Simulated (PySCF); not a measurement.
# Carbon: the same states on changed settings

One table from this session's results is given with a row withheld; the runs are named, their logs left out.

Method: unrestricted determinants in a Gaussian basis, no spin-orbit coupling in the energies. Code: PySCF 2.14.0.

## What is computed

| Item | Value |
| --- | --- |
| Element | carbon (Z = 6) |
| Basis | STO-3G |
| Hamiltonian | no relativity, point nucleus |
| State 1 | C⁺: [He] 2s2 2p1, 2P determinant |
| State 2 | C²⁺: [He] 2s2, closed-shell 1S |
| Methods | UHF, r2SCAN, B3LYP, MP2, CCSD(T) |
| Core shells frozen in the correlated runs | valence: 1s2 (for C⁺) |

The outer shells:

C+ [He] 2s2 2p1
```
[He] core
2s [↑↓]
2p [↑ ][  ][  ]
```

C2+ [He] 2s2
```
[He] core
2s [↑↓]
```

The sound run (x2c-SVPall, the spin-free X2C one-electron Hamiltonian (Gaussian nucleus), symmetry-adapted start, fine grid, valence correlation) gave:

```
species             method  energy (hartree)
     C⁺                UHF         -37.25916
     C⁺             r2SCAN         -37.37124
     C⁺              B3LYP         -37.40326
     C⁺      MP2 (valence)         -37.30096
     C⁺  CCSD(T) (valence)         -37.32654
    C²⁺                UHF         -36.36599
    C²⁺             r2SCAN         -36.44768
    C²⁺              B3LYP         -36.47765
    C²⁺      MP2 (valence)         -36.40607
    C²⁺  CCSD(T) (valence)         -36.43906
```

One driver process ran all states and methods and kept the integrals in memory. Each run is shown as a PySCF script that sums up its settings (the driver passes frozen orbitals as a list and adds second-order terms of double hybrids); the logs are those of the runs themselves. The driver starts from symmetry-adapted Hartree-Fock orbitals, holds the occupation by maximum overlap and uses a logarithmic radial grid for functionals, so a plain start would take other cycles.

The first run:

It was started by

```
OMP_NUM_THREADS=1 python atomrun2.py TASK.json OUT
```

Input file input.py:

```python
from pyscf import gto, scf, dft, mp, cc
import basis_set_exchange as bse
mol = gto.M(atom="C 0 0 0", charge=1, spin=1, symmetry="D2h",
            basis=gto.basis.parse(bse.get_basis("STO-3G", elements=["C"], fmt="nwchem", header=False)))
mf = scf.UHF(mol)
mf.irrep_nelec = {'Ag': (2, 2), 'B2u': (1, 0)}
mf.kernel()
```

Among the steps run: Changed run, C⁺: the ladder of methods; Changed run, C²⁺: the ladder of methods.

One table of the session follows, with a row left open; its other results are not shown here.

Ionisation energy of C⁺:

| method | sound run (eV) |
| --- | --- |
| UHF | 24.304 |
| r2SCAN | 25.131 |
| B3LYP | 25.187 |
| MP2 | 24.351 |
| SCS-MP2 | 24.305 |
| CCSD | ? |
| CCSD(T) | 24.149 |

Q: Estimate the row for CCSD from the others.

As computed: sound run (eV): 24.129. In the column «sound run (eV)» it is the lowest.
